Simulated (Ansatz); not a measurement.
**C5H5Cu: one species, many methods**

Aim: compute C5H5Cu with functionals from several rungs and with coupled cluster. The yardstick is the atomisation energy at the CCSD(T) limit.

Method: functionals in def2-TZVPP, the program's frozen cores in correlated methods; program: Ansatz 0.2.0, Gaussian basis.

Plan: LDA (SPW92), PBE-D4, revPBE-D4, BLYP-D4, r2SCAN-D4, B97M-V, PBE0-D4, B3LYP-D4, r2SCANh-D4, r2SCAN0-D4, HSE06-D4, BHLYP-D4, CAM-B3LYP-D4, LC-ωPBE, ωB97X-V, ωB97M-V, B2PLYP, PBE-QIDH; CCSD(T)/def2-SVP; CCSD(T)/def2-TZVPP; MP2/def2-QZVPP; extrapolation to the limit; RPA on PBE.

## Step 1: The relaxed structure

An earlier PBE0-D4 in a triple-zeta def2 set relaxation fixed the geometry.

SMILES `[C@H]12[C@@H]3[C@@H]4[C@@H]5[C@H]1[Cu]2345`, 11 atoms, charge 0, spin multiplicity 1.

Atoms are counted from 1 here; the program's logs count them from 0.

Bond lengths: C1–C2 1.423 Å, C1–C5 1.423 Å, C1–Cu6 2.186 Å, C1–H7 1.080 Å, C2–C3 1.423 Å, C2–Cu6 2.186 Å, C2–H8 1.080 Å, C3–C4 1.423 Å, C3–Cu6 2.186 Å, C3–H9 1.080 Å, C4–C5 1.423 Å, C4–Cu6 2.186 Å, C4–H10 1.080 Å, C5–Cu6 2.186 Å, C5–H11 1.080 Å. Angles: C2–C1–C5 108.0°, C2–C1–Cu6 71.0°, C2–C1–H7 126.0°, C5–C1–Cu6 71.0°, C5–C1–H7 126.0°, Cu6–C1–H7 125.8°, C1–C2–C3 108.0°, C1–C2–Cu6 71.0°, C1–C2–H8 126.0°, C3–C2–Cu6 71.0°, C3–C2–H8 126.0°, Cu6–C2–H8 125.8°, C2–C3–C4 108.0°, C2–C3–Cu6 71.0°, C2–C3–H9 126.0°, C4–C3–Cu6 71.0°, C4–C3–H9 126.0°, Cu6–C3–H9 125.8° and more.

## Step 2: LDA

This LDA is Slater exchange with PW92 correlation.

in.yaml reads:

```yaml
crystal:
  periodic: [false, false, false]
  atoms:
    - {symbol: C, position_ang: [-0.729981, -0.873929, -0.435421]}
    - {symbol: C, position_ang: [-0.359377, -0.704634, 0.927679]}
    - {symbol: C, position_ang: [0.332159, 0.533156, 1.044814]}
    - {symbol: C, position_ang: [0.388937, 1.128894, -0.245912]}
    - {symbol: C, position_ang: [-0.267663, 0.259341, -1.160719]}
    - {symbol: Cu, position_ang: [1.450029, -0.781777, -0.297401]}
    - {symbol: H, position_ang: [-1.303183, -1.695181, -0.839670]}
    - {symbol: H, position_ang: [-0.602058, -1.374933, 1.738990]}
    - {symbol: H, position_ang: [0.706174, 0.966674, 1.960567]}
    - {symbol: H, position_ang: [0.813485, 2.093695, -0.481165]}
    - {symbol: H, position_ang: [-0.428522, 0.448693, -2.211762]}
basis:
  gaussian: {orbitals: def2-TZVPP}
hamiltonian: {xc: lda}
output: {orbitals: {seedname: orbitals}}
```

Started as:

```bash
ansatz run in.yaml --threads 4 --pin off --events-out ev --progress --plain --max-ram 10444MiB
```

Further steps of the session: PBE-D4 (GGA); revPBE-D4 (GGA); BLYP-D4 (GGA); r2SCAN-D4 (meta-GGA); B97M-V (meta-GGA); B3LYP-D4 (hybrid); r2SCANh-D4 (hybrid); r2SCAN0-D4 (hybrid); HSE06-D4 (hybrid); BHLYP-D4 (hybrid); CAM-B3LYP-D4 (range-separated); LC-ωPBE (range-separated); ωB97X-V (range-separated); ωB97M-V (range-separated); B2PLYP (double hybrid); PBE-QIDH (double hybrid); CCSD(T) in def2-SVP; CCSD(T) in def2-TZVPP; MP2 in def2-QZVPP; RPA on PBE orbitals.

**Question.** What will the summary of the whole plan be? Wanted: atomisation energy, CCSD(T)/CBS; farthest beyond LDA; mean size of error, GGA; mean size of error, meta-GGA; mean size of error, hybrid; mean size of error, range-separated; mean size of error, double hybrid; gap, smallest and largest; T1 diagnostic.

As calculated:

```
                               quantity                                                 value
        atomisation energy, CCSD(T)/CBS                                       1146.4 kcal/mol
functionals within 5.7 kcal/mol (0.5 %)  revPBE-D4, B97M-V, r2SCANh-D4, CAM-B3LYP-D4, ωB97X-V
                    farthest beyond LDA                             BHLYP-D4 (-42.5 kcal/mol)
                mean size of error, GGA                                         18.6 kcal/mol
           mean size of error, meta-GGA                                          5.7 kcal/mol
             mean size of error, hybrid                                         16.3 kcal/mol
    mean size of error, range-separated                                          4.8 kcal/mol
      mean size of error, double hybrid                                         11.7 kcal/mol
              gap, smallest and largest                  1.24 eV (BLYP-D4), 8.11 eV (LC-ωPBE)
                          T1 diagnostic                                                0.0164
triples share of the correlation energy                                                 4.9 %
```

The LDA atomisation energy is off by 184.5 kcal/mol (16 %): it overbinds. PBE-D4 misses by +38.5 kcal/mol. Double hybrids carry the basis error of their MP2 part in triple zeta, and no dispersion term here, so their miss is partly the set-up's. The rungs range-separated, meta-GGA miss on average by less than the doubt on the reference (5.7 kcal/mol), so they tie. Misses under about 5.7 kcal/mol are within the doubt on the reference itself, which lacks core-valence correlation, relativity and higher excitations. Hartree-Fock recovers 73 % of the binding; the rest is correlation. CCSD(T) in def2-SVP is off by -40.6 kcal/mol, worse than the median functional, from the basis alone. Orbital gaps span 1.2 to 8.1 eV; exact exchange widens them. For Cu the d shell is correlated and the shells below it are frozen.
